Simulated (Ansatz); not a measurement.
**CH₆B₂O: how energies converge with the basis set**

How large a basis does CH₆B₂O need? Two functionals are run in growing sets.

The runs use Ansatz 0.2.0, Gaussian basis; one geometry, several basis sets.

The runs, in order: PBE0-D4/def2-SVP; ωB97M-V/def2-SVP; PBE0-D4/def2-QZVPP; ωB97M-V/def2-QZVPP; the functionals' def2-TZVPP values are taken from earlier runs.

### 1 The relaxed structure

All runs share one geometry, relaxed beforehand with PBE0-D4 in a triple-zeta def2 set.

SMILES `BB(C)O`, 10 atoms, charge 0, spin multiplicity 1.

Atoms are counted from 1 here; the program's logs count them from 0.

Bond lengths: B1–B2 1.681 Å, B1–H5 1.201 Å, B1–H6 1.200 Å, B2–C3 1.575 Å, B2–O4 1.367 Å, C3–H7 1.093 Å, C3–H8 1.094 Å, C3–H9 1.097 Å, O4–H10 0.959 Å. Angles: B2–B1–H5 121.9°, B2–B1–H6 122.5°, H5–B1–H6 115.4°, B1–B2–C3 118.7°, B1–B2–O4 125.5°, C3–B2–O4 115.8°, B2–C3–H7 113.8°, B2–C3–H8 111.5°, B2–C3–H9 108.5°, H7–C3–H8 109.0°, H7–C3–H9 106.2°, H8–C3–H9 107.5°, B2–O4–H10 114.4°.

### 2 PBE0-D4 in def2-SVP

The input, in.yaml:

```yaml
crystal:
  periodic: [false, false, false]
  atoms:
    - {symbol: B, position_ang: [-1.157384, 0.826847, -0.622105]}
    - {symbol: B, position_ang: [0.289403, 0.045904, -0.271047]}
    - {symbol: C, position_ang: [0.377312, -0.834654, 1.032241]}
    - {symbol: O, position_ang: [1.432597, 0.117828, -1.017867]}
    - {symbol: H, position_ang: [-2.010441, 0.312082, -1.292162]}
    - {symbol: H, position_ang: [-1.440363, 1.898922, -0.162158]}
    - {symbol: H, position_ang: [-0.546496, -1.370995, 1.265904]}
    - {symbol: H, position_ang: [1.200401, -1.552476, 0.975699]}
    - {symbol: H, position_ang: [0.572651, -0.174460, 1.886722]}
    - {symbol: H, position_ang: [1.365320, 0.679802, -1.792327]}
basis:
  gaussian: {orbitals: def2-SVP}
hamiltonian: {xc: pbe0, dispersion: d4}
output: {orbitals: {seedname: orbitals}}
```

Started as:

```sh
$ ansatz run in.yaml --threads 2 --pin off --events-out ev --progress --plain --max-ram 4352MiB
```

The runs that follow: ωB97M-V in def2-SVP; PBE0-D4 in def2-QZVPP; ωB97M-V in def2-QZVPP.

Q: Predict the results of all the runs planned. Wanted: PBE0-D4: double and triple zeta above quadruple; ωB97M-V: double and triple zeta above quadruple.

**Answer**, as computed:

```
                                       quantity          value
PBE0-D4: double and triple zeta above quadruple  5.45, 0.27 eV
ωB97M-V: double and triple zeta above quadruple  5.70, 0.26 eV
```

What this shows: For PBE0-D4 the step from double to triple zeta gains 5.18 eV and the next only 0.27 eV. These are total energies; as a rule much of such shifts cancels in differences, which this series doesn't test.
